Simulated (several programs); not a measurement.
**What each method gives for BaCaS2 (ordering on rocksalt)**

BaCaS2 as one 4-atom ordering (R-3m) on the rocksalt lattice, relaxed with r2SCAN in Ansatz, was computed with several methods. It is trigonal, R-3m (No. 166); a = 4.275 Å, c = 21.125 Å in the conventional setting, 27.86 Å³ an atom. Ca has 6 S at 2.92 Å; Ba has 6 S at 3.15 Å; S has 3 Ca at 2.92 Å and 3 Ba at 3.15 Å. No spin polarisation and no zero-point or thermal motion; the cell was built from a prototype and may be hypothetical.

```
Ca Ba S
1.0
     2.13736    1.23401    7.04183
    -2.13736    1.23401    7.04183
     0.00000   -2.46801    7.04183
Ca Ba S
1 1 2
Direct
  0.00000 0.00000 0.00000
  0.50000 0.50000 0.50000
  0.25909 0.25909 0.25909
  0.74091 0.74091 0.74091
```

Gaps and times are for a single point on this cell; volume and bulk modulus come from each method's own relaxation or energy curve at fixed shape, which is too stiff where a cell has free coordinates or axes. Times are rough, from shared hosts (Arm Neoverse N1; Arm Neoverse V1), and each method has its own mesh and cell size. A dagger marks a closed or tiny gap in a crystal that DFT finds insulating: a failure of the method or a wrong SCF state. A double dagger marks a value from a curve with shape and coordinates held. PM7 (MOPAC), GFN2-xTB (tblite) treat a cluster of cells at its zone centre, which samples few k points: where these miss a band edge, the gap comes out too large for that reason alone. Gaps from k meshes are read at a limited set of points (mesh, symmetry points, PBE's band edges), so each method's own least gap may be somewhat smaller. xTB and the PM methods were fitted mostly to molecules, and can miss a solid's gap by electronvolts. Minimal bases can be far off for gaps. Times of the plane-wave ladder aren't listed, since it ran on unlike processors and cards. GLLB-SC's gap includes the derivative discontinuity. G0W0 is at finite bands, cutoff and mesh. d marks a direct gap, i an indirect one (no mark: not told apart), a dash a value that wasn't computed or didn't pass its checks.

```
                              method              kind  gap (eV)  own volume (Å³/atom)  bulk modulus (GPa)  atoms computed  processor time
light PBE (260 eV and a coarse mesh)  light plane-wave    2.12 i                27.97‡                 49‡               4           1.6 s
                                 PBE         semilocal    2.12 i                 27.99                 48‡               4               –
                         PM7 (MOPAC)    semi-empirical      0.83                     –                   –         cluster            17 s
                              r2SCAN         semilocal    2.49 i                 27.86                 52‡               4               –
                   GFN2-xTB (tblite)     tight binding     0.06†                     –                   –         cluster            30 s
                      PBE/SZV (CP2K)       small basis    0.26 d                     –                   –               4            34 s
              PBE/single zeta (GPAW)       small basis    2.18 i                     –                   –               4            50 s
                     PBE/DZVP (CP2K)       small basis    2.28 i                28.52‡                 49‡               4            62 s
                             PBE+SOC         semilocal    2.10 i                     –                   –               4               –
                      GLLB-SC (GPAW)   model potential      4.29                     –                   –               4         2.3 min
  G0W0@PBE (120 eV screening cutoff)         many-body      3.45                     –                   –               4               –
```

Against r2SCAN (2.49 eV) and with closed or daggered gaps left aside, the nearest gap at the points sampled is that of PBE/DZVP (CP2K) (-0.21 eV) and the farthest that of PBE/SZV (CP2K) (-2.23 eV). r2SCAN is only a yardstick of convenience: semilocal gaps usually lie below measured ones, which GLLB-SC and hybrids aim to mend.

Volumes against r2SCAN's: PBE +0.5 %.

Runs without a result: GFN1-xTB (tblite) (single point), PM6 (MOPAC) (single point, out of time).

Only the rows marked +SOC include spin-orbit coupling.
